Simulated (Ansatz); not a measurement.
**H₆NPSi₂: small, medium and large basis sets**

Aim: see how fast density functionals converge with the basis set for H₆NPSi₂.

Program: Ansatz 0.2.0, Gaussian basis. Level of theory: one geometry, several basis sets. These are calculated values, not measurements.

Plan: PBE0-D4/def2-SVP; ωB97M-V/def2-SVP; PBE0-D4/def2-QZVPP; ωB97M-V/def2-QZVPP; the functionals' def2-TZVPP values are taken from earlier runs.

## 1. Structure used throughout

The geometry comes from an earlier relaxation with PBE0-D4 in a triple-zeta def2 set; it is a stationary point, not always the lowest conformer.

SMILES `[SiH3]N1[SiH2]P1`, 10 atoms, charge 0, spin multiplicity 1.

Atoms are counted from 1 here; the program's logs count them from 0.

Bond lengths: Si1–N2 1.715 Å, Si1–H5 1.487 Å, Si1–H6 1.486 Å, Si1–H7 1.490 Å, N2–Si3 1.709 Å, N2–P4 1.782 Å, Si3–P4 2.183 Å, Si3–H8 1.479 Å, Si3–H9 1.481 Å, P4–H10 1.437 Å. Angles: N2–Si1–H5 109.6°, N2–Si1–H6 108.3°, N2–Si1–H7 112.0°, H5–Si1–H6 110.2°, H5–Si1–H7 108.0°, H6–Si1–H7 108.7°, Si1–N2–Si3 149.0°, Si1–N2–P4 131.7°, Si3–N2–P4 77.4°, N2–Si3–P4 52.8°, N2–Si3–H8 117.3°, N2–Si3–H9 117.9°, P4–Si3–H8 121.3°, P4–Si3–H9 121.6°, H8–Si3–H9 112.7°, N2–P4–Si3 49.8°, N2–P4–H10 99.7°, Si3–P4–H10 94.5°.

## 2. PBE0-D4 in def2-SVP

Input file in.yaml:

```yaml
crystal:
  periodic: [false, false, false]
  atoms:
    - {symbol: Si, position_ang: [-0.933957, 1.190266, -0.636262]}
    - {symbol: N, position_ang: [-0.094242, -0.232010, -0.174188]}
    - {symbol: Si, position_ang: [0.443185, -1.278899, 1.064465]}
    - {symbol: P, position_ang: [1.193704, -1.162359, -0.981699]}
    - {symbol: H, position_ang: [-1.394184, 1.061791, -2.043881]}
    - {symbol: H, position_ang: [-2.097937, 1.361117, 0.271846]}
    - {symbol: H, position_ang: [-0.071708, 2.401779, -0.542781]}
    - {symbol: H, position_ang: [-0.475960, -2.358713, 1.485952]}
    - {symbol: H, position_ang: [1.185978, -0.684243, 2.199872]}
    - {symbol: H, position_ang: [2.328319, -0.350031, -0.640224]}
basis:
  gaussian: {orbitals: def2-SVP}
hamiltonian: {xc: pbe0, dispersion: d4}
output: {orbitals: {seedname: orbitals}}
```

Run with:

```bash
$ ansatz run in.yaml --threads 2 --pin off --events-out ev --progress --plain --max-ram 4352MiB
```

Further steps of the session: ωB97M-V in def2-SVP; PBE0-D4 in def2-QZVPP; ωB97M-V in def2-QZVPP.

Q: Predict the results of all the runs planned. Wanted: PBE0-D4: double and triple zeta above quadruple; ωB97M-V: double and triple zeta above quadruple.

As calculated:

```
                                       quantity           value
PBE0-D4: double and triple zeta above quadruple  11.71, 0.94 eV
ωB97M-V: double and triple zeta above quadruple  11.73, 0.87 eV
```

PBE0-D4 gains 10.78 eV from double to triple zeta, then 0.94 eV more. These are total energies; as a rule much of such shifts cancels in differences, which this series doesn't test. The LUMO of ωB97M-V is positive and keeps falling with the basis (1.42 to 0.77 eV): an unbound level that the basis holds in place.
